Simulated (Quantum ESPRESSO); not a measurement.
The system is NiMoIrPdW.

```
Ni Mo Pd Ir W
1.0
     2.76078    0.00000    0.00000
    -1.38039    2.39090    0.00000
     0.00000    0.00000   11.34051
Ni Mo Pd Ir W
1 1 1 1 1
Direct
  0.00000 0.00000 0.70917
  0.66667 0.33333 0.29425
  0.66667 0.33333 0.89901
  0.00000 0.00000 0.10604
  0.66667 0.33333 0.52921
```

The cell was built by a generator and needn't be a form met in nature.

- Program: Quantum ESPRESSO 7.5
- Task: single point
- Functional: PBE
- Potentials or basis: SSSP 1.3 efficiency PBE
- Cutoff: 816 eV
- Density cutoff: 5987 eV
- k mesh: 11 × 11 × 3
- Occupations: fermi-dirac, width 0.05 eV
- Spin: collinear spin, ferromagnetic start
- Starting moments: [1.0, 1.0, 0.0, 0.6, 0.0] μB

On this cell: pressure -0.3 GPa; largest force 0.294 eV/Å; net moment 0.00 μB per cell; band gap on the k mesh none (metal or under the smearing width).

The same run follows on a disturbed copy (atoms moved at random, drawn with an rms of 0.05 Å):

```
Ni Mo Pd Ir W
1.0
     2.76078    0.00000    0.00000
    -1.38039    2.39090    0.00000
     0.00000    0.00000   11.34051
Ni Mo Pd Ir W
1 1 1 1 1
Direct
  0.98851 0.99283 0.70875
  0.68579 0.33656 0.29217
  0.67179 0.33901 0.90095
  0.00651 0.01332 0.10435
  0.66463 0.32541 0.52906
```

Problem. What changes?

Solution. The energy (extrapolated to zero smearing) moves by +2.4 meV/atom; pressure -0.1 GPa; largest force 0.525 eV/Å; net moment 0.00 μB per cell; band gap on the k mesh none (metal or under the smearing width).

Forces in eV/Å, atoms in the order of the input:
```
Ni   0.059  0.024  0.119
Mo  -0.047  0.198  0.484
Pd  -0.028  0.005 -0.290
Ir   0.204 -0.123 -0.082
W   -0.189 -0.104 -0.231
```

Stress tensor (GPa, compression positive):
```
 0.07 -0.63 -1.54
-0.63 -0.27 -0.32
-1.54 -0.32 -0.20
```
